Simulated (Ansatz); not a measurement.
# CH3AlClGa: the cost of one run

Computed with Ansatz 0.2.0, Gaussian basis. Level: the settings change from run to run.

## (1) The molecule

The structure was relaxed beforehand with PBE0-D4 in a triple-zeta def2 set.

SMILES `[Cl][Al]1[CH2][GaH]1`, 7 atoms, charge 0, spin multiplicity 1.

Atoms are counted from 1 here; the program's logs count them from 0.

Bond lengths: Cl1–Al2 2.101 Å, Al2–C3 1.926 Å, Al2–Ga4 2.406 Å, C3–Ga4 2.033 Å, C3–H5 1.119 Å, C3–H6 1.090 Å, Ga4–H7 1.569 Å. Angles: Cl1–Al2–C3 138.4°, Cl1–Al2–Ga4 162.9°, C3–Al2–Ga4 54.6°, Al2–C3–Ga4 74.8°, Al2–C3–H5 93.2°, Al2–C3–H6 141.6°, Ga4–C3–H5 94.8°, Ga4–C3–H6 131.7°, H5–C3–H6 108.6°, Al2–Ga4–C3 50.6°, Al2–Ga4–H7 167.1°, C3–Ga4–H7 134.4°.

## (2) wPBEh/aug-cc-pVDZ

Options: multiplicity 3, a point charge of 2.00 e beside it, the search for lower states set to off.

Input file in.yaml:

```yaml
crystal:
  periodic: [false, false, false]
  atoms:
    - {symbol: Cl, position_ang: [-2.621935, -1.901794, 0.922054]}
    - {symbol: Al, position_ang: [-1.195352, -0.530193, 0.216686]}
    - {symbol: C, position_ang: [0.665680, -0.115879, 0.492293]}
    - {symbol: Ga, position_ang: [0.151514, 0.855395, -1.217612]}
    - {symbol: H, position_ang: [0.438712, 0.750158, 1.164190]}
    - {symbol: H, position_ang: [1.602774, -0.569429, 0.815031]}
    - {symbol: H, position_ang: [0.958595, 1.511741, -2.392653]}
basis:
  gaussian: {orbitals: aug-cc-pVDZ, point_charges: [{charge: 2.00, position_ang: [6.549, 0.361, -0.224]}]}
magnetization: {spin_polarized: true, initial_magnetization: 2}
hamiltonian: {xc: {name: wPBEh}}
scf: {lower_state_search: off}
output: {forces: true}
```

The run is started by

```bash
> ansatz run in.yaml --threads 2 --pin off --events-out ev --progress --plain --max-ram 4352MiB
```

**Question.** How long does this run take on 2 threads of Intel Xeon 6975P-C, shared host, and how much memory does it need?

About 6.5 s, with a peak of 0.57 GiB.
